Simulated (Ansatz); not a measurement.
# ScPd: the cost of one run

Computed with Ansatz 0.2.0 (DFT PBEsol, with the methods named in each step, unless a step's input says otherwise).

### 1 The system as given

Symmetry: Pm-3m, No. 221, cubic system. The conventional cell has a = 3.299 Å, b = 3.299 Å, c = 3.299 Å, α = 90.00°, β = 90.00°, γ = 90.00°. Around Sc (site symmetry m-3m) lie 8 Pd at 2.86 Å. Around Pd (site symmetry m-3m) lie 8 Sc at 2.86 Å.

Coordinates:

```cif
data_structure
_symmetry_space_group_name_H-M 'Pm-3m'
_symmetry_Int_Tables_number 221
_cell_length_a 3.2995
_cell_length_b 3.2995
_cell_length_c 3.2995
_cell_angle_alpha 90.000
_cell_angle_beta 90.000
_cell_angle_gamma 90.000
_cell_volume 35.92
loop_
_atom_site_label
_atom_site_type_symbol
_atom_site_symmetry_multiplicity
_atom_site_Wyckoff_symbol
_atom_site_fract_x
_atom_site_fract_y
_atom_site_fract_z
_atom_site_occupancy
Sc1 Sc 1 b 0.50000 0.50000 0.50000 1
Pd1 Pd 1 a 0.00000 0.00000 0.00000 1
```

The file gives the conventional cell by its symmetry; the runs use the cell typed in the input.

Whether this phase is the stable one at these pressures isn't tested.

Atoms are numbered in the order of the input: Sc1, Pd2.

### 2 The reference volume, LAPW

File input.yaml:

```yaml
crystal:
  lattice:
    - [3.2994663, 0.0, 0.0]
    - [0.0, 3.2994663, 0.0]
    - [0.0, 0.0, 3.2994663]
  atoms:
    - { symbol: Sc, position: [0.5, 0.5, 0.5] }
    - { symbol: Pd, position: [0.0, 0.0, 0.0] }
kpoints:
  mp_grid: { grid: [11, 11, 11] }
  band_path:
    path:
      - [0.0, 0.0, 0.0]
      - [0.0, 0.5, 0.0]
      - [0.5, 0.5, 0.0]
      - [0.0, 0.0, 0.0]
      - [0.5, 0.5, 0.5]
      - [0.0, 0.5, 0.0]
      - [0.5, 0.5, 0.5]
      - [0.5, 0.5, 0.0]
    npoints: 14
scf:
  occupations: { method: fermi_dirac, width: 0.05 }
hamiltonian:
  xc: pbesol
  pseudopotentials: { kind: all_electron, lapw: { basis_error: 0.001 } }
output:
  forces: true
  stress: true
  eigenvalues: true
  populations: true
```

On the command line:

```sh
$ ansatz run input.yaml --threads 1 --pin off --max-ram 2048MiB --backend cpu --events-out ev --progress --plain --runs-dir out
```

Q: Estimate wall time and peak memory on 1 thread of Arm Neoverse V1, shared host.

About 22 s, with a peak of 0.34 GiB.
